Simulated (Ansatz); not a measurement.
I need a single point in a Gaussian basis of CH5BrSi, SMILES [SiH3]CBr. Use Ansatz's Python interface. Use: LC-wPBE, def2-SVP basis, multiplicity 1.

```yaml
atoms:
  - { symbol: Si, position_ang: [-0.7757, 0.3466, -0.0717] }
  - { symbol: C, position_ang: [0.7381, -0.5615, -0.0417] }
  - { symbol: Br, position_ang: [2.0437, 0.3804, 1.0146] }
  - { symbol: H, position_ang: [-1.7612, -0.3191, -0.9037] }
  - { symbol: H, position_ang: [-0.6346, 1.7255, -0.7147] }
  - { symbol: H, position_ang: [-1.3986, 0.5815, 1.2755] }
  - { symbol: H, position_ang: [0.6545, -1.5414, 0.4234] }
  - { symbol: H, position_ang: [1.2260, -0.6691, -1.0375] }
```

The script, `ch5brsi_energy.py`:
```python
# -*- coding: utf-8 -*-
"""Electronic structure of the CH5BrSi molecule."""

from pathlib import Path

import ansatz as az
import numpy as np
import pandas as pd

geometry_ang = [
    ("Si", (-0.7757, 0.3466, -0.0717)),
    ("C", (0.7381, -0.5615, -0.0417)),
    ("Br", (2.0437, 0.3804, 1.0146)),
    ("H", (-1.7612, -0.3191, -0.9037)),
    ("H", (-0.6346, 1.7255, -0.7147)),
    ("H", (-1.3986, 0.5815, 1.2755)),
    ("H", (0.6545, -1.5414, 0.4234)),
    ("H", (1.226, -0.6691, -1.0375)),
]
geometry = az.Crystal.molecule()
for symbol, xyz in geometry_ang:
    geometry = geometry.atom(symbol, xyz)

calc = geometry.calculation().basis(gaussian="def2-SVP").functional("lc_wpbe").forces().orbitals()
result = calc.run(threads=1, runs_dir="out")
report = result.report

print(f"E = {report['free_energy_ev']:.6f} eV = {report['free_energy_ev'] / 27.211386246:.7f} Ha")
print("converged:", report["converged"], " doubts:", report["published_state_doubts"] or "none")

state = report["mean_field"]["state"]
print(f"mean field: {state['energy']['hartree']:.7f} Ha, <S^2> = {abs(state['spin_squared']):.4f}, stability: {state.get('stability', {}).get('kind')}")

symbols = [site.symbol for site in geometry.cartesian_sites]
forces = np.array(report["forces_ev_ang"])
print("largest force", round(float(np.linalg.norm(forces, axis=1).max()), 4), "eV/A, rms", round(float(np.sqrt((forces ** 2).mean())), 4))

charges = report["charge_distribution"]
table = pd.DataFrame({"atom": symbols, "mulliken": charges["mulliken_charges_e"], "lowdin": charges["lowdin_charges_e"]})
print(table.round(3).to_string())
print("dipole (e A):", np.round(charges["dipole_moment_e_ang"], 4) + 0.0)

lines = Path(report["orbitals_path"]).read_text().splitlines()
field_of = lambda key: [line.split("=")[1].strip() for line in lines if line.startswith(key)]
orbitals = [(27.211386 * float(e), s, float(n)) for e, s, n in zip(field_of("Ene="), field_of("Spin="), field_of("Occup="))]
homo = max(e for e, _, n in orbitals if n > 0.5)
lumo = min(e for e, _, n in orbitals if n < 0.5)
print(f"HOMO {homo:.3f} eV, LUMO {lumo:.3f} eV, gap {lumo - homo:.3f} eV")
```

Running `python ch5brsi_energy.py` prints:
```text
E = -79017.537670 eV = -2903.8409494 Ha
converged: True  doubts: none
mean field: -2903.8409494 Ha, <S^2> = 0.0000, stability: minimum
largest force 3.6761 eV/A, rms 1.0331
  atom  mulliken  lowdin
0   Si     0.399   0.254
1    C    -0.321  -0.222
2   Br    -0.121   0.156
3    H    -0.085  -0.082
4    H    -0.067  -0.074
5    H    -0.064  -0.071
6    H     0.125   0.013
7    H     0.134   0.026
dipole (e A): [-0.0574 -0.2768 -0.1558]
HOMO -10.646 eV, LUMO 2.189 eV, gap 12.835 eV
```

Notes:
- Total energies depend on the basis set; only differences at equal settings carry meaning.
- The geometry is a force-field or estimated start, not a minimum of this method, and the basis set is short of its limit.
- The Löwdin charges here are taken after orthogonalising the functions within each atom; they differ from plain Löwdin charges, and their signs can be unphysical.
- Levels such as HOMO and LUMO are orbital energies: with these approximate functionals they aren't the ionisation energy and electron affinity, and their gap isn't the fundamental gap.
- Hardware and time: 2.1 s on 1 thread of Intel(R) Xeon(R) 6975P-C (Granite Rapids), on a shared host, peak memory 0.26 GiB.

(A comment or docstring line of the script was reworded after the run, the code is as it ran; lines on the test bed's own set-up are left out of the output.)
